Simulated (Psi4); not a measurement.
# A workflow on C2H7AlO (SMILES C[CH2][AlH][OH])

Wanted: a geometry optimisation (PBE0-D4/def2-SVP), then the harmonic vibrations of C2H7AlO. 

Program for the calculation: Psi4 1.11.

### 1 The system as given

C2H7AlO has 11 atoms, charge 0, and is taken as a singlet. As SMILES, `C[CH2][AlH][OH]`. The coordinates come from a PBE0-D4/def2-TZVP relaxation. This is one conformer, not always the lowest. The run starts from this shape.

Bond lengths: C1–C2 1.529 Å, C2–Al3 1.957 Å, Al3–O4 1.701 Å, C1–H5 1.094 Å, C1–H6 1.094 Å, C1–H7 1.094 Å, C2–H8 1.098 Å, C2–H9 1.098 Å, Al3–H10 1.582 Å, O4–H11 0.956 Å. Some angles: C1–C2–Al3 116.3°, C2–Al3–O4 121.1°, C1–C2–H8 110.2°, C1–C2–H9 110.2°, Al3–C2–H8 107.6°, Al3–C2–H9 107.6°, C2–C1–H5 111.7°, C2–C1–H6 112.3°, C2–C1–H7 111.7°, C2–Al3–H10 123.9°.

### 2 A geometry optimisation at PBE0-D4/def2-SVP (density fitting) (run 1)

The input, job.dat:

```
memory 1600 MB

molecule {
  C
  C 1 1.528512
  Al 2 1.957353 1 116.27953
  O 3 1.700583 2 121.12693 1 -0.38562
  H 1 1.093905 2 111.69953 3 59.81954
  H 1 1.094218 5 106.94593 2 -123.22363
  H 1 1.093836 5 106.92451 6 -114.28607
  H 2 1.098417 1 110.22515 7 177.34692
  H 2 1.098413 8 104.14862 1 118.22173
  H 3 1.582401 4 115.00439 2 -179.94686
  H 4 0.955872 3 123.08474 10 -179.94909
}

set {
  basis def2-SVP
  reference rks
  geom_maxiter 60
}

energy_value, wavefunction = optimize("pbe0-d4", return_wfn=True)
```

Started as:

```bash
$ psi4 -i job.dat -o job.out -n 1
```

job.out:

```text
[...]
  Running in c1 symmetry.
[...]
  Nuclear repulsion =  154.697817065879235
[...]
  Multiplicity = 1
[...]
  Nalpha       = 20
  Nbeta        = 20
[...]
    Number of basis functions: 95
[...]
   @DF-RKS iter   1:  -397.19152822748708   -3.69218e-01   1.02213e-02 DIIS/ADIIS
[...]
   @DF-RKS iter   7:  -397.64019606882096   -5.22959e-12   4.44123e-09 DIIS
[...]
    Orbital Energies [Eh]
    ---------------------
    Doubly Occupied:
       1A    -56.131754     2A    -19.185286     3A    -10.232066
       4A    -10.215653     5A     -4.166620     6A     -2.703722
       7A     -2.697433     8A     -2.695196     9A     -0.971762
      10A     -0.762062    11A     -0.619020    12A     -0.508385
      13A     -0.448647    14A     -0.433113    15A     -0.389414
      16A     -0.355474    17A     -0.354643    18A     -0.334641
      19A     -0.325811    20A     -0.273088
[...]
  @DF-RKS Final Energy:  -397.64019606882096
   => Energetics <=
    Nuclear Repulsion Energy =            153.7830493948296464
    One-Electron Energy =                -853.4338536083440658
    Two-Electron Energy =                 332.6490201504445281
    DFT Exchange-Correlation Energy =     -30.6330078059508075
    Empirical Dispersion Energy =          -0.0054041998002327
    VV10 Nonlocal Energy =                  0.0000000000000000
    Total Energy =                       -397.6401960688209556
[...]
 Multipole Moments:
 ------------------------------------------------------------------------------------
     Multipole            Electronic (a.u.)      Nuclear  (a.u.)        Total (a.u.)
 ------------------------------------------------------------------------------------
 L = 1.  Multiply by 2.5417464519 to convert [e a0] to [Debye]
 Dipole X            :          0.0000831            0.0002162            0.0002994
 Dipole Y            :         -5.1366204            5.5615828            0.4249624
 Dipole Z            :          3.7176071           -4.3374945           -0.6198874
 Magnitude           :                                                    0.7515673
[...]
  -Total Gradient:
     Atom            X                  Y                   Z
    ------   -----------------  -----------------  -----------------
       1        0.000000789356     0.000002096707    -0.000068092992
       2       -0.000003729587     0.000017772948     0.000027134927
       3        0.000012773685     0.000002141940    -0.000033687984
       4       -0.000005904863     0.000072696760     0.000012938794
       5       -0.000008103406     0.000010843481    -0.000002668975
       6       -0.000000749017     0.000026865309     0.000010104052
       7        0.000009649368     0.000011243663    -0.000005612211
       8       -0.000007577072     0.000007828680    -0.000009069379
       9        0.000005603045     0.000004486085    -0.000009906943
      10       -0.000004005289    -0.000048211144    -0.000013095877
      11        0.000001301444    -0.000000284167    -0.000031282775
[...]
    Final optimized geometry and variables:
    Molecular point group: c1
    Full point group: C1
    Geometry (in Angstrom), charge = 0, multiplicity = 1:
    C
    C             1    1.528589
    AL            2    1.961791      1  117.266763
    O             3    1.708044      2  122.208266      1   -0.033525
    H             1    1.102497      2  111.895549      3   59.861586
    H             1    1.102812      5  106.732183      2 -123.403783
    H             1    1.102499      5  106.759245      6 -113.859580
    H             2    1.107154      1  110.430254      7  177.241777
    H             2    1.107142      8  103.838954      1  118.386808
    H             3    1.584933      4  114.138355      2  179.978721
    H             4    0.958243      3  126.439424     10 -179.993648
[...]
```

The script printed:

```text
Optimizer: Optimization complete!
```

It took 42 s on 1 thread of Intel Xeon 6975P-C (Granite Rapids), shared host; peak memory 0.83 GiB.

Steps, from the record of the run:

| step | energy from the first frame kept (eV) | largest force (eV/Å) |
| --- | --- | --- |
| 0 | 0.0000 | 0.3074 |
| 1 | -0.0093 | 0.0689 |
| 2 | -0.0098 | 0.0379 |
| 3 | -0.0103 | 0.0513 |
| 4 | -0.0105 | 0.0376 |
| 5 | -0.0106 | 0.0118 |
| 6 | -0.0106 | 0.0038 |

After the run. Bond lengths: C1–C2 1.529 Å, C2–Al3 1.962 Å, Al3–O4 1.708 Å, C1–H5 1.102 Å, C1–H6 1.103 Å, C1–H7 1.102 Å, C2–H8 1.107 Å, C2–H9 1.107 Å, Al3–H10 1.585 Å, O4–H11 0.958 Å. Some angles: C1–C2–Al3 117.3°, C2–Al3–O4 122.2°, C1–C2–H8 110.4°, C1–C2–H9 110.4°, Al3–C2–H8 107.0°, Al3–C2–H9 107.0°, C2–C1–H5 111.9°, C2–C1–H6 112.4°, C2–C1–H7 111.9°, C2–Al3–H10 123.7°.

### 3 The harmonic vibrations at PBE0-D4/def2-SVP (density fitting) (run 2)

The input, calc.in:

```
memory 1600 mb

molecule {
  C     -1.139061     0.838473     0.095352
  C      0.148504     0.397051     0.790987
  Al     1.251945    -0.941174    -0.125635
  O      0.813040    -1.601397    -1.638540
  H     -1.826598    -0.006977    -0.071996
  H     -1.696417     1.590280     0.678735
  H     -0.940042     1.286642    -0.892089
  H     -0.074454    -0.003274     1.798866
  H      0.798804     1.270504     0.990869
  H      2.613823    -1.504913     0.457031
  H      0.029726    -1.387340    -2.147291
}

set {
  t                          700.0
  rotational_symmetry_number 1
}

e_tot, wfn = freq("pbe0-d4/def2-SVP", return_wfn=True)
print_variables()
```

Started as:

```bash
$ psi4 calc.in calc.out -n 1
```

calc.out (excerpt; [...] marks lines left out):

```text
[...]
  Running in c1 symmetry.
[...]
  Nuclear repulsion =  153.783055539504403
[...]
  Multiplicity = 1
[...]
  Nalpha       = 20
  Nbeta        = 20
[...]
    Number of basis functions: 95
[...]
   @DF-RKS iter   1:  -397.19307657598068   -3.96782e-01   1.02007e-02 ADIIS/DIIS
[...]
   @DF-RKS iter  11:  -397.64019490053295   -1.06866e-11   7.43683e-09 DIIS
[...]
  @DF-RKS Final Energy:  -397.64019490053295
   => Energetics <=
    Nuclear Repulsion Energy =            153.7729260711771815
    One-Electron Energy =                -853.4147531853114970
    Two-Electron Energy =                 332.6395673626715279
    DFT Exchange-Correlation Energy =     -30.6325310360524732
    Empirical Dispersion Energy =          -0.0054041130176704
    VV10 Nonlocal Energy =                  0.0000000000000000
    Total Energy =                       -397.6401949005329470
[...]
 Multipole Moments:
[...]
  -Total Gradient:
     Atom            X                  Y                   Z
    ------   -----------------  -----------------  -----------------
       1       -0.000057550754     0.000018411497    -0.000034046383
       2        0.000023730989    -0.000010162199     0.000043681627
       3       -0.000096469707     0.000065341872    -0.000095825697
       4        0.000793052840    -0.000170891960     0.000635774266
       5       -0.000009646101     0.000002291510     0.000011512717
       6        0.000004003800     0.000011973003     0.000025637055
       7       -0.000002030795     0.000015813329     0.000001915650
       8       -0.000017017889     0.000006686416     0.000007074652
       9       -0.000006194567     0.000007794802    -0.000005450227
      10        0.000143200633    -0.000070162092     0.000070318815
      11       -0.000900539463     0.000225265346    -0.000634976495
[...]
  ==> Harmonic Vibrational Analysis <==
[...]
  Freq [cm^-1]                 55.0091             99.5796             197.2413
[...]
  IR activ [km/mol]             1.8271              5.6964              9.9379
[...]
  Freq [cm^-1]                 322.9256            360.6866            461.8240
[...]
  Freq [cm^-1]                1239.0544           1392.2529           1420.4500
[...]
  Freq [cm^-1]                1470.8805           1482.5587           1952.7551
[...]
  Freq [cm^-1]                3027.4859           3038.5732           3071.8699
[...]
  Freq [cm^-1]                3120.3545           3128.1375           3983.8385
[...]
```

The script printed:

```text
Warning: used thermodynamics relations inappropriate for low-frequency modes: ['55.0091' '99.5796' '197.2413' '322.9256' '360.6866' '461.8240'
 '543.9826' '555.7591' '618.1826']
```

Wall time 6.5 min (1 thread of Intel Xeon 6975P-C (Granite Rapids), shared host); peak memory 0.83 GiB.

### 4 Results

```
                                                                       quantity              value
                               run 1, PBE0-D4/def2-SVP: total energy at the end      -397.64020 Eh
                                         run 1, PBE0-D4/def2-SVP: dipole moment             1.91 D
                                           run 1, PBE0-D4/def2-SVP: HOMO energy           -7.43 eV
                                           run 1, PBE0-D4/def2-SVP: LUMO energy           -0.27 eV
                                         run 1, PBE0-D4/def2-SVP: HOMO–LUMO gap            7.16 eV
                                     run 1, PBE0-D4/def2-SVP: dispersion energy      -14.19 kJ/mol
                            run 2, PBE0-D4/def2-SVP: lowest harmonic wavenumber            55 cm⁻¹
                           run 2, PBE0-D4/def2-SVP: highest harmonic wavenumber          3984 cm⁻¹
                                     run 2, PBE0-D4/def2-SVP: zero-point energy       222.9 kJ/mol
run 2, PBE0-D4/def2-SVP: ideal-gas entropy at 700 K (symmetry number 1 as used)  107.9 cal/(mol K)
```

**Reading.** The optimisation (run 1, PBE0-D4/def2-SVP) took 7 steps and changed the energy by -0.011 eV. All 27 modes (run 2, PBE0-D4/def2-SVP) are real, so the shape is a minimum at this level.
